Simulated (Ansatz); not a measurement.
MoIr4:

```xyz
5
Lattice="1.3742 0.7934 11.3061 -1.3742 0.7934 11.3061 0.0000 -1.5868 11.3061" Properties=species:S:1:pos:R:3 pbc="T T T"
Ir    0.0000    0.0000   20.3610
Ir    0.0000    0.0000    6.7605
Ir    0.0000    0.0000   27.1578
Ir    0.0000    0.0000   13.5573
Mo    0.0000    0.0000    0.0000
```

The cell comes from a database or a generator and needn't be the stable form of this composition.

- Program: Ansatz 0.2.0
- Task: relaxation of cell and atoms
- Functional: PBEsol
- Potentials or basis: Ansatz PAW
- Cutoff: 420 eV (not typed: the program's choice for these potentials)
- k mesh: 11 × 11 × 11
- Occupations: fermi-dirac, width 0.05 eV
- Spin: no spin polarisation

At the start: volume 14.79 Å³/atom.

Problem. Where does the relaxation end?

Solution. It ends after 5 steps and the volume is 14.26 Å³/atom (-3.6 %); space group R-3m (No. 166, to 0.05 Å).

The path:
```csv
step,energy change (eV),largest force (eV/Å),volume (Å³)
1,0.0000,0.0463,73.96
2,-0.1009,0.0090,71.73
3,-0.1036,0.0003,71.33
4,-0.1036,0.0002,71.32
5,-0.1025,0.0002,71.32
```

Final structure:
```
Ir Mo
1.0
     1.35794    0.78401   11.16515
    -1.35794    0.78401   11.16515
     0.00000   -1.56801   11.16515
Ir Mo
4 1
Direct
  0.60030 0.60030 0.60030
  0.19936 0.19936 0.19936
  0.80064 0.80064 0.80064
  0.39970 0.39970 0.39970
  0.00000 0.00000 0.00000
```

Caveat: the plane-wave basis is chosen anew once the cell has moved, so the energies of steps on either side of that aren't comparable; the PAW data sets come from PBE, with cores solved anew for the run's functional, which leaves a small shift of forces and pressure.
